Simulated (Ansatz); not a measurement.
# CH₂IN: ionisation energy by level of theory

The task here is to estimate one member of a computed series from the others.

Program: Ansatz 0.2.0, Gaussian basis. Level of theory: unrestricted cation, the program's frozen cores in correlated methods. These are calculated values, not measurements.

The runs, in order: UKS PBE-D4/def2-TZVPP; UKS r2SCAN-D4/def2-TZVPP; UKS PBE0-D4/def2-TZVPP; UKS B3LYP-D4/def2-TZVPP; UKS wB97X-V/def2-TZVPP; UKS wB97M-V/def2-TZVPP; UKS B2PLYP/def2-TZVPP; UHF-CCSD(T)/def2-TZVPP; UHF-MP2/def2-QZVPP; extrapolation to the limit; then −ε(HOMO) from the neutral's earlier runs with LDA (SPW92), PBE-D4, revPBE-D4, BLYP-D4, r2SCAN-D4, B97M-V, PBE0-D4, B3LYP-D4, r2SCANh-D4, r2SCAN0-D4, HSE06-D4, BHLYP-D4, CAM-B3LYP-D4, LC-ωPBE, ωB97X-V, ωB97M-V.

**Structure used throughout**

All runs share one geometry, relaxed beforehand with PBE0-D4 in a triple-zeta def2 set. I takes the def2 core potential; no spin-orbit term is included.

SMILES `N=CI`, 5 atoms, charge 0, spin multiplicity 1.

Atoms are counted from 1 here; the program's logs count them from 0.

Bond lengths: N1–C2 1.245 Å, N1–H4 1.021 Å, C2–I3 2.104 Å, C2–H5 1.092 Å. Angles: C2–N1–H4 111.4°, N1–C2–I3 121.0°, N1–C2–H5 128.0°, I3–C2–H5 110.9°.

Set-up of the first run:

Contents of in.yaml:

```yaml
crystal:
  periodic: [false, false, false]
  atoms:
    - {symbol: N, position_ang: [-0.913902, -0.414762, 0.180783]}
    - {symbol: C, position_ang: [0.209961, 0.070668, -0.047674]}
    - {symbol: I, position_ang: [1.876500, -0.452150, 1.126084]}
    - {symbol: H, position_ang: [-1.612117, -0.060792, -0.474915]}
    - {symbol: H, position_ang: [0.489359, 0.783437, -0.825680]}
basis:
  gaussian: {orbitals: def2-TZVPP}
total_charge: 1
magnetization: {spin_polarized: true, initial_magnetization: 1}
hamiltonian: {xc: pbe, dispersion: d4}
```

Among the steps run: Cation, UKS PBE-D4/def2-TZVPP; Cation, UKS r2SCAN-D4/def2-TZVPP; Cation, UKS PBE0-D4/def2-TZVPP; Cation, UKS B3LYP-D4/def2-TZVPP; Cation, UKS wB97X-V/def2-TZVPP; Cation, UKS wB97M-V/def2-TZVPP; Cation, UKS B2PLYP (frozen core)/def2-TZVPP; Cation, UHF-CCSD(T)/def2-TZVPP; Cation, UHF-MP2/def2-QZVPP.

One of the session's tables, all rows but one given; the rest of the session is left out.

For comparison, −ε(HOMO) of the neutral from earlier runs:

```
  functional  −ε(HOMO) (eV)
 LDA (SPW92)           6.66
      PBE-D4           6.50
   revPBE-D4           6.45
     BLYP-D4           6.33
   r2SCAN-D4              ?
      B97M-V           6.78
     PBE0-D4           7.63
    B3LYP-D4           7.40
  r2SCANh-D4           7.21
  r2SCAN0-D4           7.81
    HSE06-D4           7.24
    BHLYP-D4           8.58
CAM-B3LYP-D4           8.87
     LC-ωPBE          10.21
     ωB97X-V           9.86
     ωB97M-V           9.74
```

Estimate the missing values for r2SCAN-D4.

Worked estimate for «−ε(HOMO) (eV)». Against the share of exact exchange, r2SCANh-D4 (0.1, 7.21), r2SCAN0-D4 (0.25, 7.81) give a slope of 4.00 per unit share; at 0 the line stands at 6.81.

**Answer.** −ε(HOMO) (eV): 6.79. In «−ε(HOMO) (eV)» the line misses by +0.02.
